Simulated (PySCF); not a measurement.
# C2H5FGaN: the cost of one run

The runs use PySCF 2.14.0, with density-fitted response routines of our own; the level of theory stands in each step. All values are computed, except where a source is named. Atoms count from 0, in the outputs and in this text.

## Step 1: The molecule as given

10 atoms, charge 0, multiplicity 1; geometry from: GFN2-xTB. The atoms were then displaced at random by about 0.01 Å, so the start is not that level's minimum.

Bonds of the start (Å): C0–C1 1.24, C1–Ga2 1.97, Ga2–N3 2.15, Ga2–F4 1.76, C0–H5 1.03, Ga2–H6 1.52, N3–H7 1.04, N3–H8 1.01, N3–H9 1.03.

## Step 2: Geometry optimisation at PBE0-D3(BJ)/def2-SVP

What the job is given:

```
{"job": {"xc": "PBE0", "basis": "def2-SVP", "d3": "d3bj", "grid": 1, "shake": 0.01, "kind": "geom"}, "charge": 0, "multiplicity": 1}
C      2.770380     0.090430     0.522090
C      1.612690     0.208390     0.107000
Ga    -0.180070     0.355750    -0.694720
N     -1.431850    -0.203210     0.961910
F     -0.710400    -1.079530    -1.555070
H      3.728840     0.041150     0.891790
H     -0.699740     1.662980    -1.257650
H     -2.398970    -0.274730     0.595490
H     -1.151450    -1.147860     1.195720
H     -1.488980     0.325720     1.841160
```

Command:

```bash
OMP_NUM_THREADS=1 python probes_run.py task.json out
```

One launch serves the whole session: the jobs run in the order shown.

Q: Estimate the wall time and peak memory of this first job on 1 thread of Arm Neoverse V1, shared host.

About 43 s, with a peak of 0.46 GiB.
